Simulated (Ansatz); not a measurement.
# BaH2: properties at the relaxed cell

This session takes BaH2 and sets out to fit an equation of state.

Computed with Ansatz 0.2.0 (DFT r2SCAN, scalar-relativistic, plane waves, PAW, unless a step's input says otherwise).

1 further run of the same task is left out (set aside as unsound or not needed). Runs told in other sessions of the task aren't counted.

## Step 1: Starting point

The structure is hexagonal, space group P6_3/mmc (No. 194). The conventional cell has a = 4.438 Å, b = 4.438 Å, c = 6.000 Å, α = 90.00°, β = 90.00°, γ = 120.00°. Ba (site symmetry -6m2) has 11 H at 2.56 to 3.00 Å in its first shell of neighbours. Around H (site symmetry -6m2) lie 3 Ba at 2.56 Å. H (site symmetry -3m) has 6 Ba at 2.97 Å and 8 H at 2.97 to 3.00 Å in its first shell of neighbours.

As a file:

```
CELL_PARAMETERS angstrom
4.43842 0.00000 0.00000
-2.21921 3.84378 0.00000
0.00000 0.00000 6.00041
ATOMIC_POSITIONS crystal
Ba 0.66667 0.33333 0.75000
Ba 0.33333 0.66667 0.25000
H 0.33333 0.66667 0.75000
H 0.66667 0.33333 0.25000
H 0.00000 0.00000 0.50000
H 0.00000 0.00000 0.00000
```

It goes back to an entry of the Materials Project, which need not be the stable form.

This cell was relaxed beforehand with the same method: volume 17.06 Å³/atom, gap on the mesh 2.28 eV.

## Step 2: Volume × 0.97

Input file input.yaml:

```yaml
crystal:
  lattice:
    - [4.393581517, 0.0, 0.0]
    - [-2.1967907585, 3.8049532073, 0.0]
    - [0.0, 0.0, 5.939794442]
  atoms:
    - { symbol: Ba, position: [0.6666666667, 0.3333333333, 0.75] }
    - { symbol: Ba, position: [0.3333333333, 0.6666666667, 0.25] }
    - { symbol: H, position: [0.3333333333, 0.6666666667, 0.75] }
    - { symbol: H, position: [0.6666666667, 0.3333333333, 0.25] }
    - { symbol: H, position: [0.0, 0.0, 0.5] }
    - { symbol: H, position: [0.0, 0.0, 0.0] }
basis:
  ecutwfc: 500
kpoints:
  mp_grid: { grid: [6, 6, 6] }
hamiltonian:
  xc: r2scan
scf:
  occupations: { method: gaussian, width: 0.02 }
output:
  forces: true
  stress: true
  eigenvalues: true
relax:
  adjacent_minimum: "off"
  f_tol: 0.01
  max_steps: 30
  cell: { stress_tol: 0.1, fix: [volume] }
```

Run with:

```sh
> ansatz run input.yaml --threads 2 --pin off --max-ram 5120MiB --backend cpu --events-out ev --progress --plain --runs-dir out
```

## Step 3: Point at V/V0 = 1.03

Changes to input.yaml since step 2:

```diff
@@ -2,5 +2,5 @@
   lattice:
-    - [4.393581517, 0.0, 0.0]
-    - [-2.1967907585, 3.8049532073, 0.0]
-    - [0.0, 0.0, 5.939794442]
+    - [4.4823646598, 0.0, 0.0]
+    - [-2.2411823299, 3.8818416644, 0.0]
+    - [0.0, 0.0, 6.0598226277]
   atoms:
```

## Step 4: The cell scaled to 0.94 of its volume

Changes to input.yaml since step 3:

```diff
@@ -2,5 +2,5 @@
   lattice:
-    - [4.4823646598, 0.0, 0.0]
-    - [-2.2411823299, 3.8818416644, 0.0]
-    - [0.0, 0.0, 6.0598226277]
+    - [4.3659301209, 0.0, 0.0]
+    - [-2.1829650604, 3.7810063958, 0.0]
+    - [0.0, 0.0, 5.8292321499]
   atoms:
```

## Step 5: Point at V/V0 = 1.06

Changes to input.yaml since step 4:

```diff
@@ -2,5 +2,5 @@
   lattice:
-    - [4.3659301209, 0.0, 0.0]
-    - [-2.1829650604, 3.7810063958, 0.0]
-    - [0.0, 0.0, 5.8292321499]
+    - [4.5108827641, 0.0, 0.0]
+    - [-2.255441382, 3.9065390672, 0.0]
+    - [0.0, 0.0, 6.1577186742]
   atoms:
```

## Step 6: Point at V/V0 = 0.91

Changes to input.yaml since step 5:

```diff
@@ -2,5 +2,5 @@
   lattice:
-    - [4.5108827641, 0.0, 0.0]
-    - [-2.255441382, 3.9065390672, 0.0]
-    - [0.0, 0.0, 6.1577186742]
+    - [4.3343439672, 0.0, 0.0]
+    - [-2.1671719836, 3.7536519843, 0.0]
+    - [0.0, 0.0, 5.7257410668]
   atoms:
```

## Step 7: Volume × 1.10

Changes to input.yaml since step 6:

```diff
@@ -2,5 +2,5 @@
   lattice:
-    - [4.3343439672, 0.0, 0.0]
-    - [-2.1671719836, 3.7536519843, 0.0]
-    - [0.0, 0.0, 5.7257410668]
+    - [4.5503895245, 0.0, 0.0]
+    - [-2.2751947622, 3.9407529253, 0.0]
+    - [0.0, 0.0, 6.2796088641]
   atoms:
```

## Step 8: Volume × 0.88

Changes to input.yaml since step 7:

```diff
@@ -2,5 +2,5 @@
   lattice:
-    - [4.5503895245, 0.0, 0.0]
-    - [-2.2751947622, 3.9407529253, 0.0]
-    - [0.0, 0.0, 6.2796088641]
+    - [4.2963767173, 0.0, 0.0]
+    - [-2.1481883587, 3.7207713814, 0.0]
+    - [0.0, 0.0, 5.6352737993]
   atoms:
```

(Steps that only read results are left out.)

Before running it: what results should come out? Wanted: equilibrium volume of the fit; bulk modulus.

The runs gave:

```
                     quantity          value
equilibrium volume of the fit  17.05 Å³/atom
                 bulk modulus         31 GPa
      its pressure derivative            4.2
```

**Reading.** The fit puts the minimum at 17.05 Å³/atom with B = 31 GPa and B' = 4.2. The gap on the mesh goes from 2.48 eV at the smallest volume to 2.13 eV at the largest.
